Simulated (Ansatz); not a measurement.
# C6H14Cl2O2Zr: the cost of one run

The runs use Ansatz 0.2.0, Gaussian basis; the settings change from run to run.

1 further run of the same task is left out (for a known fault of the program).

### 1 The molecule

The geometry comes from an earlier relaxation with PBE0-D4 in a triple-zeta def2 set; it is a stationary point, not always the lowest conformer. Zr takes a core potential in def2 sets; no spin-orbit term is included.

SMILES `CC(C)[O][Zr]([Cl])([Cl])[O]C(C)C`, 25 atoms, charge 0, spin multiplicity 1.

Atoms are counted from 1 here; the program's logs count them from 0.

Bond lengths: C1–C2 1.515 Å, C1–H12 1.093 Å, C1–H13 1.091 Å, C1–H14 1.092 Å, C2–C3 1.515 Å, C2–O4 1.408 Å, C2–H15 1.098 Å, C3–H16 1.092 Å, C3–H17 1.093 Å, C3–H18 1.092 Å, O4–Zr5 1.887 Å, Zr5–Cl6 2.371 Å, Zr5–Cl7 2.371 Å, Zr5–O8 1.888 Å, O8–C9 1.407 Å, C9–C10 1.515 Å, C9–C11 1.515 Å, C9–H19 1.098 Å and more. Angles: C2–C1–H12 110.2°, C2–C1–H13 110.6°, C2–C1–H14 110.5°, H12–C1–H13 108.5°, H12–C1–H14 108.5°, H13–C1–H14 108.4°, C1–C2–C3 112.7°, C1–C2–O4 109.2°, C1–C2–H15 109.1°, C3–C2–O4 109.6°, C3–C2–H15 109.1°, O4–C2–H15 106.9°, C2–C3–H16 110.8°, C2–C3–H17 110.2°, C2–C3–H18 110.5°, H16–C3–H17 108.6°, H16–C3–H18 108.4°, H17–C3–H18 108.4° and more.

Geometry (Å):

```xyz
25
C6H14Cl2O2Zr
C    -0.9284    2.2021   -2.9460
C    -0.7856    0.8989   -2.1875
C    -2.0532    0.5054   -1.4572
O     0.2737    1.0125   -1.2671
Zr    1.5512    1.1572    0.1138
Cl    1.4323    3.3403    1.0305
Cl    3.6958    0.6707   -0.7719
O     1.1564   -0.0952    1.4706
C     0.7397   -1.1418    2.3141
C    -0.5857   -1.6924    1.8293
C     1.8243   -2.1976    2.3743
H    -1.1837    3.0132   -2.2595
H     0.0050    2.4568   -3.4508
H    -1.7170    2.1224   -3.6976
H    -0.5133    0.1012   -2.8906
H    -1.9106   -0.4286   -0.9106
H    -2.3375    1.2855   -0.7460
H    -2.8747    0.3684   -2.1638
H     0.6041   -0.7088    3.3134
H    -1.3386   -0.9031    1.7851
H    -0.9453   -2.4733    2.5029
H    -0.4736   -2.1246    0.8312
H     1.9782   -2.6404    1.3869
H     2.7675   -1.7611    2.7065
H     1.5457   -2.9919    3.0703
```

### 2 wB97M-V/def2-SVP

This run has multiplicity 3, restricted open-shell orbitals, atoms shaken by 0.03 Å.

in.yaml reads:

```yaml
crystal:
  periodic: [false, false, false]
  atoms:
    - {symbol: C, position_ang: [-0.935300, 2.125197, -2.949652]}
    - {symbol: C, position_ang: [-0.799530, 0.942450, -2.190192]}
    - {symbol: C, position_ang: [-2.084847, 0.477044, -1.431441]}
    - {symbol: O, position_ang: [0.291487, 0.992277, -1.266296]}
    - {symbol: Zr, position_ang: [1.563527, 1.157552, 0.128476]}
    - {symbol: Cl, position_ang: [1.395270, 3.362500, 0.967798]}
    - {symbol: Cl, position_ang: [3.699818, 0.719184, -0.757469]}
    - {symbol: O, position_ang: [1.198683, -0.078733, 1.461222]}
    - {symbol: C, position_ang: [0.742770, -1.115935, 2.302751]}
    - {symbol: C, position_ang: [-0.585638, -1.706080, 1.847882]}
    - {symbol: C, position_ang: [1.794126, -2.166526, 2.355028]}
    - {symbol: H, position_ang: [-1.145640, 3.012748, -2.269801]}
    - {symbol: H, position_ang: [-0.034727, 2.420713, -3.468004]}
    - {symbol: H, position_ang: [-1.755053, 2.138442, -3.669820]}
    - {symbol: H, position_ang: [-0.530713, 0.157181, -2.930462]}
    - {symbol: H, position_ang: [-1.874695, -0.413360, -0.959347]}
    - {symbol: H, position_ang: [-2.345993, 1.344450, -0.812044]}
    - {symbol: H, position_ang: [-2.837688, 0.346858, -2.224890]}
    - {symbol: H, position_ang: [0.635799, -0.704067, 3.297211]}
    - {symbol: H, position_ang: [-1.284943, -0.923024, 1.775120]}
    - {symbol: H, position_ang: [-0.918563, -2.470520, 2.526018]}
    - {symbol: H, position_ang: [-0.481696, -2.116622, 0.818508]}
    - {symbol: H, position_ang: [2.008268, -2.568112, 1.393153]}
    - {symbol: H, position_ang: [2.786682, -1.796078, 2.661068]}
    - {symbol: H, position_ang: [1.521299, -2.960680, 3.039859]}
basis:
  gaussian: {orbitals: def2-SVP}
magnetization: {spin_polarized: false, initial_magnetization: 2}
hamiltonian: {xc: {name: wB97M-V}}
output: {forces: true}
```

The run is started by

```
$ ansatz run in.yaml --threads 11 --pin off --events-out ev --progress --plain --max-ram 120832MiB --backend cpu
```

**Question.** How long does this run take on 11 threads of AMD EPYC 7R13, shared host, and how much memory does it need?

About 81 s, with a peak of 2.6 GiB.
